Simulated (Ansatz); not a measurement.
This script for the Ansatz DFT code, driven from Python starts 5 runs on CH6OSiTe, SMILES C[Te][SiH2]O. What input does the engine get in each?

`ch6osite_methods.py`:
```python
"""CH6OSiTe at several levels of theory."""

from pathlib import Path

import ansatz as az
import numpy as np


def main() -> None:
    system = (
        az.Crystal.molecule()
        .atom("C", (-1.3, 0.4607, -1.2501))
        .atom("Te", (-1.6688, 0.2483, 0.8411))
        .atom("Si", (0.6264, -0.5884, 1.0968))
        .atom("O", (1.8399, 0.6385, 0.62))
        .atom("H", (-1.0855, -0.478, -1.737))
        .atom("H", (-0.5215, 1.2418, -1.4304))
        .atom("H", (-2.2492, 0.8974, -1.7253))
        .atom("H", (0.8818, -1.7673, 0.2662))
        .atom("H", (0.9001, -0.918, 2.5626))
        .atom("H", (2.66, 0.2139, 0.759))
    )

    setup = system.calculation().basis(gaussian="def2-SVP")

    print("functional    E (Ha)        dipole (D)   HOMO (eV)  LUMO (eV)")
    for name in ["lda", "revpbe", "hf", "pbe", "b3lyp"]:
        report = setup.functional(name).forces().orbitals().run(threads=1, runs_dir="runs").report
        lines = Path(report["orbitals_path"]).read_text().splitlines()
        field_of = lambda key: [line.split("=")[1].strip() for line in lines if line.startswith(key)]
        orbitals = [(27.211386 * float(e), s, float(n)) for e, s, n in zip(field_of("Ene="), field_of("Spin="), field_of("Occup="))]
        homo = max(e for e, _, n in orbitals if n > 0.5)
        lumo = min(e for e, _, n in orbitals if n < 0.5)
        dipole = 4.803205 * np.linalg.norm(report["charge_distribution"]["dipole_moment_e_ang"])
        print(f"{name:10s} {report['free_energy_ev'] / 27.211386246:14.6f} {dipole:9.3f} {homo:11.3f} {lumo:10.3f}")


if __name__ == "__main__":
    main()
```

Run 1:
```yaml
crystal:
  periodic: [false, false, false]
  atoms:
    - { symbol: C, position_ang: [-1.3, 0.4607, -1.2501] }
    - { symbol: Te, position_ang: [-1.6688, 0.2483, 0.8411] }
    - { symbol: Si, position_ang: [0.6264, -0.5884, 1.0968] }
    - { symbol: O, position_ang: [1.8399, 0.6385, 0.62] }
    - { symbol: H, position_ang: [-1.0855, -0.478, -1.737] }
    - { symbol: H, position_ang: [-0.5215, 1.2418, -1.4304] }
    - { symbol: H, position_ang: [-2.2492, 0.8974, -1.7253] }
    - { symbol: H, position_ang: [0.8818, -1.7673, 0.2662] }
    - { symbol: H, position_ang: [0.9001, -0.918, 2.5626] }
    - { symbol: H, position_ang: [2.66, 0.2139, 0.759] }
basis:
  gaussian:
    orbitals: def2-SVP
hamiltonian:
  xc: lda
output:
  orbitals: {}
  forces: true
```

Run 2, against run 1:
```diff
-  xc: lda
+  xc: revpbe
```

Run 3, against run 1:
```diff
-  xc: lda
+  xc: hf
```

Run 4, against run 1:
```diff
-  xc: lda
+  xc: pbe
```

Run 5, against run 1:
```diff
-  xc: lda
+  xc: b3lyp
```

Running `python ch6osite_methods.py` prints:
```text
functional    E (Ha)        dipole (D)   HOMO (eV)  LUMO (eV)
lda           -671.802167     1.339      -5.327     -1.614
revpbe        -674.247732     1.241      -5.187     -1.381
hf            -672.001509     1.642      -8.543      2.642
pbe           -674.000832     1.255      -5.223     -1.456
b3lyp         -674.411140     1.318      -6.023     -0.819
```

Caveats:
- Total energies depend on the basis set; only differences at equal settings carry meaning.
- The geometry is a force-field or estimated start, not a minimum of this method, and the basis set is short of its limit. A lower total doesn't mark the better method: functionals have no common bound, and MP2 and coupled cluster aren't variational.
- def2 sets replace the cores of elements past krypton by effective core potentials.
- b3lyp holds the VWN-RPA fit, as in Gaussian; the form of ORCA and Turbomole is b3lyp5.
- Levels such as HOMO and LUMO are orbital energies: with these approximate functionals they aren't the ionisation energy and electron affinity, and their gap isn't the fundamental gap.
- Hardware and time: 15 s on 1 thread of Arm Neoverse V2 (shared host), peak memory 0.29 GiB.

(Lines on the test bed's own set-up are left out of the output.)
